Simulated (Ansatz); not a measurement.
**Hf3Ta2F: a closer look at a trial structure**

The task, for Hf3Ta2F: compute bands, density of states and charges.

Program: Ansatz 0.2.0. Level of theory: DFT PBE, scalar-relativistic, plane waves, PAW. These are calculated values, not measurements.

1 further run of the same task is left out (set aside as unsound or not needed). Runs told in other sessions of the task aren't counted.

## Step 1: The system as given

Symmetry: P-3m1, No. 164, trigonal system. The conventional cell has a = 3.129 Å, b = 3.129 Å, c = 13.164 Å, α = 90.00°, β = 90.00°, γ = 120.00°. Hf (site symmetry 3m) is surrounded by 3 F at 2.51 Å. Hf (site symmetry -3m) has 6 Ta at 3.05 Å and 6 Hf at 3.13 Å in its first shell of neighbours. Ta (site symmetry 3m) is surrounded by 6 Hf at 2.99 to 3.05 Å and 6 Ta at 3.13 Å. F (site symmetry -3m) has 6 Hf at 2.51 Å in its first shell of neighbours.

Coordinates:

```cif
data_structure
_symmetry_space_group_name_H-M 'P-3m1'
_symmetry_Int_Tables_number 164
_cell_length_a 3.1288
_cell_length_b 3.1288
_cell_length_c 13.1643
_cell_angle_alpha 90.000
_cell_angle_beta 90.000
_cell_angle_gamma 120.000
_cell_volume 111.61
loop_
_atom_site_label
_atom_site_type_symbol
_atom_site_symmetry_multiplicity
_atom_site_Wyckoff_symbol
_atom_site_fract_x
_atom_site_fract_y
_atom_site_fract_z
_atom_site_occupancy
Hf1 Hf 2 d 0.33333 0.66667 0.13248 1
Hf2 Hf 1 b 0.00000 0.00000 0.50000 1
Ta1 Ta 2 d 0.33333 0.66667 0.68691 1
F1 F 1 a 0.00000 0.00000 0.00000 1
```

The cell was relaxed beforehand at this level, from a database cell with other species swapped in; it is a trial structure. At a tolerance of 0.05 Å it has space group P-3m1 (No. 164); it has 18.60 Å³/atom, an uncorrected energy of -0.35 eV/atom over the elements.

## Step 2: Static run: bands, density of states and charges

File input.yaml:

```yaml
crystal:
  lattice:
    - [3.1288325887, 0.0, 0.0]
    - [-1.5644162943, 2.709648506, 0.0]
    - [0.0, 0.0, 13.164334242]
  atoms:
    - { symbol: Hf, position: [0.3333333333, 0.6666666667, 0.132482173] }
    - { symbol: Hf, position: [0.0, 0.0, 0.5] }
    - { symbol: Hf, position: [0.6666666667, 0.3333333333, 0.867517827] }
    - { symbol: Ta, position: [0.3333333333, 0.6666666667, 0.6869098826] }
    - { symbol: Ta, position: [0.6666666667, 0.3333333333, 0.3130901174] }
    - { symbol: F, position: [0.0, 0.0, 0.0] }
basis:
  ecutwfc: 420
kpoints:
  mp_grid: { grid: [12, 12, 4] }
  band_path:
    path:
      - [[0.0, 0.0, 0.0], [0.5, 0.0, 0.0], [0.33333333, 0.33333333, 0.0], [0.0, 0.0, 0.0], [0.0, 0.0, 0.5], [0.5, 0.0, 0.5], [0.33333333, 0.33333333, 0.5], [0.0, 0.0, 0.5]]
      - [[0.5, 0.0, 0.5], [0.5, 0.0, 0.0]]
      - [[0.33333333, 0.33333333, 0.5], [0.33333333, 0.33333333, 0.0]]
    npoints: 14
hamiltonian:
  xc: pbe
scf:
  occupations: { method: gaussian, width: 0.1 }
  n_extra_bands: 15
output:
  forces: true
  stress: true
  eigenvalues: true
  populations: true
  dos: { projected: true, de: 0.02, nscf_kmesh: { grid: [15, 15, 5] } }
  bader: true
```

On the command line:

```sh
$ ansatz run input.yaml --threads 1 --pin off --max-ram 2560MiB --backend cpu --events-out ev --progress --plain --runs-dir out
```

What does the calculation give? Wanted: gap; states at the Fermi level; Bader charges.

As calculated:

```
                 quantity                                   value
                      gap                            none (metal)
states at the Fermi level                    4.96 per eV per cell
            Bader charges  Hf +0.50 to +0.59, Ta -0.32, F -0.95 e
```

What this shows: There is no gap at this level. Of the projected weight within 0.25 eV of the Fermi level, the largest part is Hf 5d (54 %) and Ta 5d (36 %). Bader charges go up to 0.9 e. These runs have no spin-orbit coupling; with Hf, Ta it would split and shift bands. Spin polarisation is off in the runs that give these values; a magnetic solution could lie lower.
